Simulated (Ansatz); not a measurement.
# Cl3FH2Si: the cost of one run

Computed with Ansatz 0.2.0, Gaussian basis. Level: PBE0-D4, def2-SVP first, then def2-TZVP.

152 further runs of the same task are left out: 152 set aside as unsound or not needed.

**1. Where the work starts**

The guess: 7 atoms, charge 0, spin multiplicity 1.

Atoms are counted from 1 here; the program's logs count them from 0.

Bond lengths: Si1–Cl3 2.043 Å, Si1–Cl4 1.985 Å, Si1–Cl5 1.984 Å. Angles: Cl3–Si1–Cl4 105.8°, Cl3–Si1–Cl5 105.9°, Cl4–Si1–Cl5 121.8°.

As a file:

```xyz
7
Cl3FH2Si
Si   -0.3649   -0.3969   -0.1393
F     0.1436    1.4286    1.0115
Cl    0.0203   -1.9154   -1.4500
Cl   -0.6237   -1.2617    1.6285
Cl   -1.7845    0.7036   -0.9826
H     1.2663    1.1167    0.2900
H     1.3429    0.3250   -0.3581
```

Distances that are to change: Si1–H7 1.87 Å, F2–H6 1.37 Å, Si1–F2 2.22 Å, H6–H7 1.03 Å.

**2. Relaxing the guess with the reacting distances held**

The input, hold/in.yaml:

```yaml
crystal:
  periodic: [false, false, false]
  atoms:
    - {symbol: Si, position_ang: [-0.364900, -0.396900, -0.139300]}
    - {symbol: F, position_ang: [0.143600, 1.428600, 1.011500]}
    - {symbol: Cl, position_ang: [0.020300, -1.915400, -1.450000]}
    - {symbol: Cl, position_ang: [-0.623700, -1.261700, 1.628500]}
    - {symbol: Cl, position_ang: [-1.784500, 0.703600, -0.982600]}
    - {symbol: H, position_ang: [1.266300, 1.116700, 0.290000]}
    - {symbol: H, position_ang: [1.342900, 0.325000, -0.358100]}
basis:
  gaussian: {orbitals: def2-SVP}
hamiltonian: {xc: pbe0, dispersion: d4}
relax: {f_tol: 0.04, max_steps: 150, escape_saddle: false, constraints: [{distance: [0, 6]}, {distance: [1, 5]}, {distance: [0, 1]}, {distance: [5, 6]}]}
```

Launch:

```bash
$ ansatz run in.yaml --threads 4 --pin off --events-out ev --progress --plain --max-ram 9574MiB
```

**Question.** How long does this run take on 4 threads of Oxide Virtual Turin-like, shared host?

About 7.5 s.
